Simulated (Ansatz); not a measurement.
**C₃H₄O₃Sn: small, medium and large basis sets**

An exercise on one series of results from a longer session: the logs are not shown, and one member is left open.

Program: Ansatz 0.2.0, Gaussian basis. Level of theory: one geometry, several basis sets. These are calculated values, not measurements.

The runs, in order: PBE0-D4/def2-SVP; ωB97M-V/def2-SVP; PBE0-D4/def2-QZVPP; ωB97M-V/def2-QZVPP; the functionals' def2-TZVPP values are taken from earlier runs.

## The geometry

All runs share one geometry, relaxed beforehand with PBE0-D4 in a triple-zeta def2 set. Sn takes the def2 core potential; no spin-orbit term is included.

SMILES `[OH][Sn-]1[O]C=CC=[O+]1`, 11 atoms, charge 0, spin multiplicity 1.

Atoms are counted from 1 here; the program's logs count them from 0.

Bond lengths: O1–Sn2 1.990 Å, O1–H8 0.959 Å, Sn2–O3 2.168 Å, Sn2–O7 2.168 Å, O3–C4 1.262 Å, C4–C5 1.390 Å, C4–H9 1.098 Å, C5–C6 1.390 Å, C5–H10 1.081 Å, C6–O7 1.262 Å, C6–H11 1.098 Å. Angles: Sn2–O1–H8 114.8°, O1–Sn2–O3 89.0°, O1–Sn2–O7 88.9°, O3–Sn2–O7 83.7°, Sn2–O3–C4 126.5°, O3–C4–C5 127.8°, O3–C4–H9 115.2°, C5–C4–H9 117.0°, C4–C5–C6 124.3°, C4–C5–H10 117.8°, C6–C5–H10 117.8°, C5–C6–O7 127.8°, C5–C6–H11 117.0°, O7–C6–H11 115.2°, Sn2–O7–C6 126.5°.

Set-up of the first run:

The input, in.yaml:

```yaml
crystal:
  periodic: [false, false, false]
  atoms:
    - {symbol: O, position_ang: [0.230839, -2.384947, 0.474696]}
    - {symbol: Sn, position_ang: [-1.478169, -1.408373, 0.768772]}
    - {symbol: O, position_ang: [-0.345689, 0.243776, 1.598102]}
    - {symbol: C, position_ang: [0.395980, 1.041263, 0.960268]}
    - {symbol: C, position_ang: [0.483644, 1.204989, -0.417431]}
    - {symbol: C, position_ang: [-0.298067, 0.518373, -1.339403]}
    - {symbol: O, position_ang: [-1.162579, -0.371756, -1.108816]}
    - {symbol: H, position_ang: [0.204243, -3.318150, 0.695688]}
    - {symbol: H, position_ang: [1.029088, 1.689114, 1.580110]}
    - {symbol: H, position_ang: [1.177235, 1.943720, -0.794754]}
    - {symbol: H, position_ang: [-0.171126, 0.784989, -2.396532]}
basis:
  gaussian: {orbitals: def2-SVP}
hamiltonian: {xc: pbe0, dispersion: d4}
output: {orbitals: {seedname: orbitals}}
```

Started as:

```sh
ansatz run in.yaml --threads 4 --pin off --events-out ev --progress --plain --max-ram 11315MiB
```

Steps of the session up to this table: PBE0-D4 in def2-SVP; ωB97M-V in def2-SVP; PBE0-D4 in def2-QZVPP; ωB97M-V in def2-QZVPP.

One of the session's tables, all rows but one given; the rest of the session is left out.

It belongs to the step «Density functionals: the series». 

| functional | basis | HOMO (eV) | LUMO (eV) |
| --- | --- | --- | --- |
| PBE0-D4 | def2-SVP | -6.78 | -1.67 |
| PBE0-D4 | def2-TZVPP | ? | ? |
| PBE0-D4 | def2-QZVPP | -6.99 | -1.90 |
| ωB97M-V | def2-SVP | -8.89 | 0.52 |
| ωB97M-V | def2-TZVPP | -9.09 | 0.28 |
| ωB97M-V | def2-QZVPP | -9.13 | 0.21 |

Q: Estimate the row for PBE0-D4, def2-TZVPP from the others.

As computed: HOMO (eV): -6.95; LUMO (eV): -1.84. In the column «HOMO (eV)» it lies between PBE0-D4, def2-QZVPP (-6.99) and PBE0-D4, def2-SVP (-6.78).
